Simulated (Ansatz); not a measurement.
**Ge: an axial (c/a) deformation path**

One table from this session's results is given with a row withheld; the runs are named, their logs left out.

Computed with Ansatz 0.2.0 (DFT PBEsol, scalar-relativistic, plane waves, PAW, unless a step's input says otherwise).

**The structure to begin with**

Symmetry: Cmcm, No. 63, orthorhombic system. The conventional cell has a = 2.976 Å, b = 5.189 Å, c = 4.728 Å, α = 90.00°, β = 90.00°, γ = 90.00°. Ge (site symmetry m2m) is surrounded by 12 Ge at 2.92 to 2.99 Å.

As a file:

```cif
data_structure
_symmetry_space_group_name_H-M 'P 1'
_symmetry_Int_Tables_number 1
_cell_length_a 2.9911
_cell_length_b 2.9911
_cell_length_c 4.7276
_cell_angle_alpha 90.000
_cell_angle_beta 90.000
_cell_angle_gamma 120.332
_cell_volume 36.51
loop_
_atom_site_label
_atom_site_type_symbol
_atom_site_fract_x
_atom_site_fract_y
_atom_site_fract_z
_atom_site_occupancy
Ge1 Ge 0.66655 0.33345 0.25000 1
Ge2 Ge 0.33345 0.66655 0.75000 1
```

It goes back to an entry of the Materials Project, which need not be the stable form.

The cell is taken as given, not relaxed at this level.

**Zero of energy**

Reference values: F = -8506.4509 eV; pressure 0.36 GPa; largest force 0.004 eV/Å; gap on the mesh none (metal). It was computed beforehand with the settings of the runs below.

The first run:

At fixed volume and fractional coordinates, lengths along (0.000, 0.000, 1.000) are scaled against those across it; ρ is that ratio over its starting value.

Contents of input.yaml:

```yaml
crystal:
  lattice:
    - [1.5708886528, -2.7391286946, 0.0]
    - [1.5708886528, 2.7391286946, 0.0]
    - [0.0, 0.0, 4.2421526066]
  atoms:
    - { symbol: Ge, position: [0.66655337, 0.33344663, 0.25] }
    - { symbol: Ge, position: [0.33344663, 0.66655337, 0.75] }
basis:
  ecutwfc: 420
kpoints:
  mp_grid: { grid: [20, 20, 12] }
hamiltonian:
  xc: pbesol
scf:
  occupations: { method: gaussian, width: 0.15 }
output:
  forces: true
  stress: true
  eigenvalues: true
```

On the command line:

```bash
> ansatz run input.yaml --threads 1 --pin off --max-ram 2560MiB --backend cpu --events-out ev --progress --plain --runs-dir out
```

Steps of the session up to this table: At ρ = 0.850; ρ = 1.200; Point ρ = 0.920; ρ = 1.100; At ρ = 0.960; Point ρ = 1.050; At ρ = 0.800; ρ = 1.300.

One table of the session follows, with a row left open; its other results are not shown here.

Collected from the runs (energy zero: the undisturbed cell):

| ρ | ΔE (meV/atom) | pressure (GPa) |
| --- | --- | --- |
| 0.800 | 55.6 | 2.4 |
| 0.850 | 47.3 | 1.9 |
| 0.920 | 23.9 | 0.8 |
| 0.960 | 10.6 | 0.8 |
| 1.000 | 0.0 | 0.4 |
| 1.050 | -3.1 | 0.4 |
| 1.100 | -0.4 | 0.7 |
| 1.200 | ? | ? |
| 1.300 | 105.9 | 4.2 |

Estimate the missing values for ρ = 1.200.

Worked estimate for «ΔE (meV/atom)». A straight line through the neighbours (1.100, -0.4) and (1.300, 105.9) gives -0.4 + (105.9 + 0.4) × (1.200 − 1.100) / (1.300 − 1.100) = 52.7; a parabola fitted to 3 rows on both sides gives 33.6.

The run gave: ΔE (meV/atom): 32.5; pressure (GPa): 1.8. In «ΔE (meV/atom)» the line misses by +20.2 and the parabola by +1.1.
